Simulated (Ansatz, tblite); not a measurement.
# IrCl(PH3)3 (ClH₉IrP₃): charged states by level of theory

The task here is to estimate one member of a computed series from the others.

The runs use Ansatz 0.2.0, Gaussian basis; as each input shows.

Plan: charge +1 doublet, at the geometry of the singlet (PBE0-D4/def2-TZVP, PBE-D4/def2-TZVP, r2SCAN-D4/def2-TZVP, CCSD(T)/def2-SVP); charge +1 doublet, relaxed (PBE0-D4/def2-TZVP, PBE-D4/def2-TZVP); charge -1 doublet, at the geometry of the singlet (PBE0-D4/def2-TZVPD, PBE-D4/def2-TZVPD, r2SCAN-D4/def2-TZVPD); charge -1 doublet, relaxed (PBE0-D4/def2-TZVPD, PBE-D4/def2-TZVPD); the starting singlet's energies come from earlier runs.

16 further runs of the same task are left out: 16 that didn't finish.

## The relaxed structure

The geometry is that of the singlet, from an earlier relaxation (PBE-D4/def2-SVP).

14 atoms, charge 0, spin multiplicity 1.

Atoms are counted from 1 here; the program's logs count them from 0.

Bond lengths: Ir1–Cl2 2.394 Å, Ir1–P3 2.282 Å, Ir1–P7 2.212 Å, Ir1–P11 2.291 Å, P3–H4 1.437 Å, P3–H5 1.432 Å, P3–H6 1.432 Å, P7–H8 1.443 Å, P7–H9 1.439 Å, P7–H10 1.444 Å, P11–H12 1.432 Å, P11–H13 1.431 Å, P11–H14 1.436 Å. Angles: Cl2–Ir1–P3 85.1°, Cl2–Ir1–P7 179.7°, Cl2–Ir1–P11 84.4°, P3–Ir1–P7 95.1°, P3–Ir1–P11 169.6°, P7–Ir1–P11 95.3°, Ir1–P3–H4 122.0°, Ir1–P3–H5 117.7°, Ir1–P3–H6 117.8°, H4–P3–H5 98.3°, H4–P3–H6 98.3°, H5–P3–H6 98.2°, Ir1–P7–H8 120.9°, Ir1–P7–H9 120.3°, Ir1–P7–H10 121.1°, H8–P7–H9 96.5°, H8–P7–H10 95.7°, H9–P7–H10 96.4° and more.

Coordinates:

```xyz
14
charge 0, multiplicity 1
Ir    0.4557    0.0062   -0.0058
Cl    2.8487    0.0119   -0.0616
P     0.6431    2.2799   -0.0270
H    -0.5092    3.1384   -0.0113
H     1.3315    2.8800   -1.1296
H     1.3771    2.9005    1.0344
P    -1.7558   -0.0091    0.0448
H    -2.5142   -0.7117   -0.9617
H    -2.4916    1.2257   -0.0275
H    -2.4716   -0.5568    1.1724
P     0.6827   -2.2730   -0.0066
H     1.4072   -2.8587    1.0808
H     1.4256   -2.8511   -1.0848
H    -0.4293   -3.1822   -0.0167
```

Formally the metal is d8. Ir takes a core potential in the def2 sets. No spin-orbit coupling is included.

Set-up of the first run:

in.yaml reads:

```yaml
crystal:
  periodic: [false, false, false]
  atoms:
    - {symbol: Ir, position_ang: [0.455737, 0.006234, -0.005762]}
    - {symbol: Cl, position_ang: [2.848707, 0.011892, -0.061558]}
    - {symbol: P, position_ang: [0.643091, 2.279934, -0.026986]}
    - {symbol: H, position_ang: [-0.509227, 3.138383, -0.011303]}
    - {symbol: H, position_ang: [1.331519, 2.879985, -1.129558]}
    - {symbol: H, position_ang: [1.377117, 2.900486, 1.034367]}
    - {symbol: P, position_ang: [-1.755849, -0.009099, 0.044848]}
    - {symbol: H, position_ang: [-2.514166, -0.711676, -0.961659]}
    - {symbol: H, position_ang: [-2.491576, 1.225715, -0.027546]}
    - {symbol: H, position_ang: [-2.471611, -0.556840, 1.172447]}
    - {symbol: P, position_ang: [0.682728, -2.273033, -0.006576]}
    - {symbol: H, position_ang: [1.407245, -2.858698, 1.080783]}
    - {symbol: H, position_ang: [1.425615, -2.851054, -1.084796]}
    - {symbol: H, position_ang: [-0.429341, -3.182229, -0.016701]}
basis:
  gaussian: {orbitals: def2-TZVP}
total_charge: 1
magnetization: {spin_polarized: true, initial_magnetization: 1}
hamiltonian: {xc: pbe0, dispersion: d4}
scf: {omitted_lower_state_checks: [starts]}
output: {orbitals: {seedname: orbitals}}
```

On the command line:

```sh
$ ansatz run in.yaml --threads 4 --pin off --events-out ev --progress --plain --max-ram 8704MiB
```

Steps of the session up to this table: Charge +1 doublet at the fixed geometry, PBE0-D4/def2-TZVP; Charge +1 doublet at the fixed geometry, PBE-D4/def2-TZVP; Charge +1 doublet at the fixed geometry, r2SCAN-D4/def2-TZVP; Charge +1 doublet at the fixed geometry, CCSD(T)/def2-SVP.

One table of the session follows, with a row left open; its other results are not shown here.

It belongs to the step «Vertical ionisation energy». 

```
             method  vertical ionisation energy (eV)
        HF/def2-SVP                                ?
   PBE-D4/def2-TZVP                             7.43
r2SCAN-D4/def2-TZVP                             7.30
  PBE0-D4/def2-TZVP                             7.26
       MP2/def2-SVP                             7.47
      CCSD/def2-SVP                             6.90
   CCSD(T)/def2-SVP                             7.00
```

Q: Estimate the row for HF/def2-SVP from the others.

As computed: vertical ionisation energy (eV): 5.59. In the column «vertical ionisation energy (eV)» it is the lowest.
